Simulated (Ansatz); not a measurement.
# C8H10O: the cost of one run

Computed with Ansatz 0.2.0 (the levels named in each step, unless a step's input says otherwise).

## 1. The system as given

Bond lengths (14 of 19 bonds, heavy atoms first): C1–O2 1.405 Å, O2–C3 1.367 Å, C3–C4 1.388 Å, C4–C5 1.386 Å, C5–C6 1.380 Å, C6–C7 1.387 Å, C3–C8 1.404 Å, C7–C8 1.383 Å, C8–C9 1.497 Å, C1–H10 1.089 Å, C1–H11 1.084 Å, C1–H12 1.107 Å, C4–H13 1.079 Å, C5–H14 1.080 Å. Angles (14 of 31 angles, heavy atoms first): C1–O2–C3 118.5°, O2–C3–C4 124.5°, O2–C3–C8 115.6°, C4–C3–C8 119.9°, C3–C4–C5 120.1°, C4–C5–C6 120.4°, C5–C6–C7 119.5°, C6–C7–C8 121.3°, C3–C8–C7 118.8°, C3–C8–C9 119.1°, C7–C8–C9 122.0°, O2–C1–H10 105.7°, O2–C1–H11 111.9°, O2–C1–H12 111.4°.

As a file:

```xyz
19

C     2.7322    0.7487   -0.3103
O     1.4033    1.1291   -0.0597
C     0.4401    0.1590   -0.0437
C     0.6815   -1.1911   -0.2551
C    -0.3657   -2.0987   -0.2178
C    -1.6536   -1.6681    0.0287
C    -1.8938   -0.3187    0.2388
C    -0.8670    0.6065    0.2072
C    -1.1064    2.0669    0.4322
H     3.3130    1.6697   -0.2836
H     3.1070    0.0650    0.4433
H     2.8388    0.2851   -1.3094
H     1.6798   -1.5510   -0.4498
H    -0.1620   -3.1463   -0.3839
H    -2.4690   -2.3748    0.0584
H    -2.9012    0.0222    0.4308
H    -0.7850    2.6348   -0.4427
H    -2.1594    2.2644    0.6136
H    -0.5217    2.4188    1.2774
```

## 2. A rough first relaxation, PBE-D4/def2-SVP

input.yaml reads:

```yaml
crystal:
  periodic: [false, false, false]
  atoms:
    - { symbol: C, position_ang: [2.73222, 0.74865, -0.31032] }
    - { symbol: O, position_ang: [1.40331, 1.12905, -0.0597] }
    - { symbol: C, position_ang: [0.44011, 0.15898, -0.04375] }
    - { symbol: C, position_ang: [0.6815, -1.19112, -0.25508] }
    - { symbol: C, position_ang: [-0.36572, -2.09868, -0.21784] }
    - { symbol: C, position_ang: [-1.65359, -1.66812, 0.02871] }
    - { symbol: C, position_ang: [-1.89383, -0.31871, 0.23876] }
    - { symbol: C, position_ang: [-0.86696, 0.60653, 0.20723] }
    - { symbol: C, position_ang: [-1.10644, 2.06691, 0.43218] }
    - { symbol: H, position_ang: [3.31296, 1.66967, -0.28355] }
    - { symbol: H, position_ang: [3.10703, 0.06498, 0.44332] }
    - { symbol: H, position_ang: [2.83877, 0.2851, -1.30938] }
    - { symbol: H, position_ang: [1.6798, -1.55097, -0.4498] }
    - { symbol: H, position_ang: [-0.16203, -3.1463, -0.38391] }
    - { symbol: H, position_ang: [-2.46903, -2.37484, 0.0584] }
    - { symbol: H, position_ang: [-2.90116, 0.02224, 0.43083] }
    - { symbol: H, position_ang: [-0.78495, 2.63481, -0.44274] }
    - { symbol: H, position_ang: [-2.15941, 2.26441, 0.61356] }
    - { symbol: H, position_ang: [-0.52168, 2.41877, 1.2774] }
basis:
  gaussian: { orbitals: def2-SVP }
hamiltonian:
  xc: pbe
  dispersion: d4
relax:
  f_tol: 0.03
  max_steps: 200
```

On the command line:

```bash
ansatz run input.yaml --threads 8 --pin off --max-ram 22528MiB --backend cpu --events-out ev --progress --plain --runs-dir out
```

Q: Estimate wall time and peak memory on 8 threads of Intel Xeon at 2.50GHz (Skylake/Cascade Lake), shared host.

About 16 s, with a peak of 0.29 GiB.
